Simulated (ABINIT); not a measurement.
A run of ABINIT 10.8.3 (patched build) is set up as follows.

run.abi

```
# Datasets: one volume each
ndtset 7
getwfk -1
scalecart1 3*0.9795861087
scalecart2 3*0.9864848297
scalecart3 3*0.9932883884
scalecart4 3*1.0000000000
scalecart5 3*1.0066227096
scalecart6 3*1.0131594038
scalecart7 3*1.0196128224

# Pseudopotentials
pp_dirpath "./"
pseudos "Pt.GGA_PBE-JTH.xml, Se.GGA_PBE-JTH.xml"

# Structure
acell 3*1.0 Angstrom
rprim
     3.7018703300     0.0000000000     0.0000000000
    -1.8509351600     3.2059137500     0.0000000000
     0.0000000000     0.0000000000     3.6128420300
ntypat 2
znucl 78 34
natom 2
typat 1 2
xred
     0.0000000000     0.0000000000     0.0000000000
     0.6666666667     0.3333333333     0.5000000000

# Plane-wave basis
ecut 16.0
pawecutdg 32.0
pawxcdev 0

# k points
kptopt 1
ngkpt 8 8 7
nshiftk 1
shiftk 0.0 0.0 0.0

# Exchange and correlation
ixc 11

# Bands and occupations
nband 12
occopt 3
tsmear 0.00183747

# SCF cycle
nstep 100
tolvrs 1.0e-9

# Output
iomode 3
prtwf 1
prtden 0
prteig 0
prtebands 0
```

Potentials or basis: JTH PAW PBE v2.0.

The run is started by

```sh
$ abinit run.abi > log 2>&1
```

(1) Estimate the bulk modulus at fixed shape and positions.

(2) Estimate the equilibrium volume.

Answers

(1) 128 GPa (rough).

(2) 18.97 Å³/atom (rough: see the caveat).

Caveat: pressures at fixed basis lie under the slope of the energies; the minimum lies outside the volumes run; the cell was scaled at fixed shape and fractional positions, which overstates the stiffness of a crystal with free parameters, most of all of layers and chains.
